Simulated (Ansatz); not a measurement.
## MnZn, space group Pm-3m: a convergence test of the plane-wave cutoff, step by step

With Ansatz 0.2.0 through its Python package.

Input file `mnzn.xyz`:
```text
2
Lattice="3.07 0.0 0.0 0.0 3.07 0.0 0.0 0.0 3.07" Properties=species:S:1:pos:R:3:initial_magmoms:R:1 pbc="T T T"
Mn    0.00000000    0.00000000    0.00000000  4.00
Zn    1.53500000    1.53500000    1.53500000  0.00
```

The cells in order, each with its output:

In [1]:
```python
import warnings

import ansatz as az
import matplotlib.pyplot as plt
```

In [2]:
```python
SMEARING = "fermi_dirac"
SMEARING_WIDTH = 0.1
FUNCTIONAL = "r2SCAN"
K_LENGTH = 22
```

In [3]:
```python
warnings.simplefilter("ignore", az.DeckWarning)
```

In [4]:
```python
xtal = az.Crystal.from_extxyz("mnzn.xyz")
```

In [5]:
```python
xtal.resolved().tree()["lattice"]
```
Out [5]:
```text
((3.07, 0.0, 0.0), (0.0, 3.07, 0.0), (0.0, 0.0, 3.07))
```

In [6]:
```python
calc = (
    xtal.calculation()
    .spin(az.SpinTreatment.COLLINEAR)
    .occupations(SMEARING, width=SMEARING_WIDTH)
    .functional(FUNCTIONAL)
    .kpoints(length=K_LENGTH)
)
```

In [7]:
```python
rows = []
for value in [300, 375, 450, 525, 600]:
    data = calc.basis(value).run(threads=1).report
    rows.append((value, data["free_energy_ev"] / len(data["lattice"]["sites"]), data["n_iterations"], data["magnetization_mub"], data["n_pw"]))
```

In [8]:
```python
print(" cutoff (eV)   F/atom (eV)    iterations  moment (muB)   plane waves")
for row in rows:
    print(f"{str(row[0]):>12s}  {row[1]:12.5f}  {row[2]:12d}  {row[3]:12.3f}  {row[4]:12d}")

# the last row is the reference
for row in rows[:-1]:
    shift = 1000 * (row[1] - rows[-1][1])
    print(f"{row[0]}: {shift:+.2f} meV/atom" + ("  (within 2 meV)" if abs(shift) < 2 else ""))
plt.figure(figsize=(4.5, 3))
plt.plot([str(row[0]) for row in rows], [1000 * (row[1] - rows[-1][1]) for row in rows], "o-")
plt.xlabel("cutoff (eV)")
plt.ylabel("F - F(last) (meV/atom)")
plt.tight_layout()
plt.savefig("ecut.png", dpi=100)
```
```text
 cutoff (eV)   F/atom (eV)    iterations  moment (muB)   plane waves
         300   -3614.83695            12         3.867           341
         375   -3614.94599            12         3.868           461
         450   -3614.94992            12         3.868           619
         525   -3614.95212            12         3.868           751
         600   -3614.95293            12         3.868           949
300: +115.98 meV/atom
375: +6.94 meV/atom
450: +3.00 meV/atom
525: +0.81 meV/atom  (within 2 meV)
```

From 525 eV on it stays within 2 meV an atom of the value at 600 eV; the first row (300 eV) is off by 116.0 meV and the last but one by 0.81 meV. The energy falls steadily, as expected when plane waves are added. The last run costs about 1.8 times the first.

Caveats:
- The magnetic order follows from the starting moments and needn't be the lowest.
- The mesh is modest for a metal, so energies can be off by several to tens of meV an atom and pressures by half a GPa or more; differences at equal mesh fare better.
- r2SCAN tends to overestimate the moments of itinerant magnets.
- The starting cell is as deposited in a crystallographic database; the results hold for this polymorph, which needn't be the stable one.
- Shifts are counted from the last row, which is itself no proven limit.
- The script silences the warnings on its input, which a real study should read.
- Finished in 24 s on 1 thread of AMD EPYC 7R13 Processor (Zen 3) (shared host), peak memory 0.52 GiB.

(Lines on the test bed's own set-up are left out of the output.)
